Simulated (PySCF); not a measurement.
# C7H6BFO2: the cost of one run

Programs: PySCF 2.14.0, with density-fitted response routines of our own. Each step states its level of theory. These are calculated values for one molecule, in the gas phase or a continuum, unless marked as measured. Atoms count from 0, in the outputs and in this text.

### Step 1. The starting structure

17 atoms, charge 0, multiplicity 1; geometry from: GFN2-xTB. The atoms were then displaced at random by about 0.01 Å, so the start is not that level's minimum.

Bonds of the start (Å): O0–B1 1.34, B1–O2 1.37, O2–C3 1.45, C3–C4 1.47, C4–C5 1.39, C5–C6 1.40, C6–C7 1.38, C7–C8 1.39, C8–F9 1.37, C8–C10 1.38, C10–B1 1.58, C10–C4 1.39, O0–H11 0.93, C3–H12 1.11, C3–H13 1.09, C5–H14 1.06, C6–H15 1.08, C7–H16 1.06.

### Step 2. Geometry optimisation at PBE0-D3(BJ)/def2-SVP

The job: settings as JSON, then the geometry in Å.

```
{"job": {"xc": "PBE0", "basis": "def2-SVP", "d3": "d3bj", "grid": 1, "shake": 0.01, "kind": "geom"}, "charge": 0, "multiplicity": 1}
O     -2.592100    -1.815520    -0.685150
B     -1.879200    -0.725090    -0.360830
O     -2.468930     0.491380    -0.113060
C     -1.449530     1.470100     0.226220
C     -0.145210     0.785010     0.177500
C      1.103320     1.326750     0.445550
C      2.223230     0.491090     0.339250
C      2.092820    -0.833220    -0.028970
C      0.811730    -1.334590    -0.255830
F      0.672990    -2.643100    -0.621130
C     -0.323990    -0.549780    -0.165610
H     -2.114480    -2.594220    -0.839700
H     -1.739160     1.875250     1.216070
H     -1.562600     2.293310    -0.485390
H      1.216940     2.346760     0.729690
H      3.198450     0.900040     0.545750
H      2.939210    -1.472330    -0.114190
```

Run with:

```sh
> OMP_NUM_THREADS=1 python probes_run.py task.json out
```

One launch serves the whole session: the jobs run in the order shown.

**Question.** How long does this first job take on 1 thread of AMD EPYC 7B13, shared host, and how much memory does it need?

About 2.5 min, with a peak of 0.78 GiB.
